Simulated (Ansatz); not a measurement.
**CH3ClGa−: an energy map over bond length C1–Ga2 and bond length Ga2–Cl3**

Program: Ansatz 0.2.0. Level of theory: RKS PBE0-D4/def2-SVPD. These are calculated values, not measurements.

### Step 1. The starting structure

SMILES `[CH2-][GaH][Cl]`, 6 atoms, charge -1, spin multiplicity 1.

Atoms are counted from 1 here; the program's logs count them from 0.

Bond lengths: C1–Ga2 1.835 Å, C1–H4 1.102 Å, C1–H5 1.104 Å, Ga2–Cl3 2.324 Å, Ga2–H6 1.585 Å. Angles: Ga2–C1–H4 123.3°, Ga2–C1–H5 120.9°, H4–C1–H5 115.8°, C1–Ga2–Cl3 119.3°, C1–Ga2–H6 136.8°, Cl3–Ga2–H6 103.9°.

Geometry (Å):

```xyz
6

C    -0.24592   -0.66656   -0.85839
Ga    0.08132    0.62025    0.40764
Cl    0.93187   -0.01164    2.47565
H    -0.05522   -1.73981   -0.69451
H    -0.64745   -0.39667   -1.85078
H    -0.06462    2.19443    0.52040
```

This geometry comes from a loose relaxation at PBE in a small basis, which is not shown.

### Step 3. The grid

First coordinate, bond length C1–Ga2: 7 values from 1.53 to 2.37 Å. Second coordinate, bond length Ga2–Cl3: 7 values from 1.932 to 2.991 Å.

Nothing else is relaxed (all other coordinates rigid). Energies count from the relaxed molecule at the same level.

(The set-up runs are not shown.)

### Step 4. Point bond length C1–Ga2 = 1.81 Å, bond length Ga2–Cl3 = 2.285 Å

File input.yaml:

```yaml
crystal:
  periodic: [false, false, false]
  atoms:
    - { symbol: C, position_ang: [-0.242316, -0.661074, -0.852189] }
    - { symbol: Ga, position_ang: [0.080357, 0.602212, 0.403235] }
    - { symbol: Cl, position_ang: [0.917828, -0.010195, 2.439119] }
    - { symbol: H, position_ang: [-0.057658, -1.729453, -0.697856] }
    - { symbol: H, position_ang: [-0.643835, -0.392369, -1.836724] }
    - { symbol: H, position_ang: [-0.06682, 2.168627, 0.504342] }
total_charge: -1
basis:
  gaussian: { orbitals: def2-SVPD }
hamiltonian:
  xc: pbe0
  dispersion: d4
output:
  forces: true
```

Started as:

```bash
ansatz run input.yaml --threads 1 --pin off --max-ram 2560MiB --backend cpu --events-out ev --progress --plain --runs-dir out
```

What time and memory should one allow on 1 thread of Intel Xeon Platinum 8259CL at 2.50GHz (Skylake/Cascade Lake), shared host?

About 5.7 s, with a peak of 0.25 GiB.
